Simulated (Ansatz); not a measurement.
# GaH4+ (singlet): from Hartree-Fock to the top rungs, aug-cc-pVDZ

How much of the correlation energy of GaH4+ (singlet) does each wave-function method recover here?

Program: Ansatz 0.2.0, Gaussian basis. Level of theory: aug-cc-pVDZ, core rule «outside noble gas», up to 14 orbitals frozen. These are calculated values, not measurements.

To be run: UHF; CCSD(T) on RHF; CCSD(T) on UHF; BCCD(T) on RHF; CISD; CCSDT(Q) on RHF; CCSDT(Q) on UHF; CCSDTQ on RHF; CASSCF and MRCISD+Q, 6 electrons in 8 orbitals; CASSCF and NEVPT4(SD), 6 electrons in 8 orbitals; CASSCF and NEVPT2, 6 electrons in 8 orbitals; Full CI.

9 further runs of the same task are left out: 2 for a known fault of the program, 1 that didn't finish, 6 set aside as unsound or not needed. Runs told in other sessions of the task aren't counted.

### 1 The system

The geometry is a PBE0/def2-TZVP stationary point (not a proven minimum) of the parent state, kept for this charge and spin. No spin-orbit coupling is included. The filled d shell of Ga may be among the frozen orbitals whatever the setting's name suggests.

5 atoms, charge 1, spin multiplicity 1.

Atoms are counted from 1 here; the program's logs count them from 0.

Bond lengths: Ga1–H2 1.643 Å, Ga1–H3 1.643 Å, Ga1–H4 1.643 Å, Ga1–H5 1.643 Å. Angles: H2–Ga1–H3 69.0°, H2–Ga1–H4 132.8°, H2–Ga1–H5 132.8°, H3–Ga1–H4 132.8°, H3–Ga1–H5 132.8°, H4–Ga1–H5 69.0°.

### 2 UHF

File in.yaml:

```yaml
crystal:
  periodic: [false, false, false]
  atoms:
    - {symbol: Ga, position_ang: [0.000000, 0.000000, 0.000000]}
    - {symbol: H, position_ang: [0.652504, 0.664105, 1.353869]}
    - {symbol: H, position_ang: [-0.662515, -0.654094, 1.353881]}
    - {symbol: H, position_ang: [-0.654085, 0.652495, -1.358743]}
    - {symbol: H, position_ang: [0.664096, -0.662506, -1.349007]}
basis:
  gaussian: {orbitals: aug-cc-pVDZ}
total_charge: 1
magnetization: {spin_polarized: true, initial_magnetization: 0}
hamiltonian: {xc: hf}
output: {orbitals: {seedname: orbitals}}
```

Launch:

```console
> ansatz run in.yaml --threads 1 --pin off --events-out ev --progress --plain --max-ram 4160MiB --backend cpu
```

After this run come: CCSD(T) on RHF; CCSD(T) on UHF; BCCD(T) on RHF; CISD; CCSDT(Q) on RHF; CCSDT(Q) on UHF; CCSDTQ on RHF; CASSCF and MRCISD+Q, 6 electrons in 8 orbitals; CASSCF and NEVPT4(SD), 6 electrons in 8 orbitals; CASSCF and NEVPT2, 6 electrons in 8 orbitals; Full CI.

Before running them: what should the planned runs give, taken together? Wanted: FCI from the RHF energy; RMP2 from FCI; RCCSD from FCI; RCCSD(T) from FCI; RCCSDT(Q) from FCI; NEVPT2 valence from FCI; NEVPT4(SD) valence from FCI; MRCISD+Q valence from FCI; T1 diagnostic.

As calculated:

| quantity | value |
| --- | --- |
| FCI from the RHF energy | -5.6031 eV |
| RMP2 from FCI | +211.6 kJ/mol |
| RCCSD from FCI | +50.3 kJ/mol |
| RCCSD(T) from FCI | -1.7 kJ/mol |
| RCCSDT(Q) from FCI | -3.6 kJ/mol |
| NEVPT2 valence from FCI | +30.6 kJ/mol |
| NEVPT4(SD) valence from FCI | +0.1 kJ/mol |
| MRCISD+Q valence from FCI | -5.0 kJ/mol |
| levels within 1 kcal/mol (43 meV) | RCCSD(T), BCCD(T), RCCSDT(Q), RCCSDTQ, NEVPT4(SD) valence, MRCISD valence |
| T1 diagnostic | 0.045 |
| effectively unpaired electrons | 2.05 |

In words: RCCSD(T) lands -1.7 kJ/mol from the yardstick (0.3 % of the correlation energy). RCCSD(T), BCCD(T), RCCSDT, RCCSDT(Q), RCCSDTQ, MRCISD valence, MRCISD+Q valence fall below full CI: variational levels among them must rest on another core or state than full CI's, and the others aren't variational. With 2.0 effectively unpaired electrons against 0 the state is strongly multireference. Coupled cluster on one determinant still stays close here. Of the multireference levels listed NEVPT4(SD) valence comes nearest in total energy (+0.1 kJ/mol), which doesn't show that its space is the better one. These misses are within one basis, not against nature.
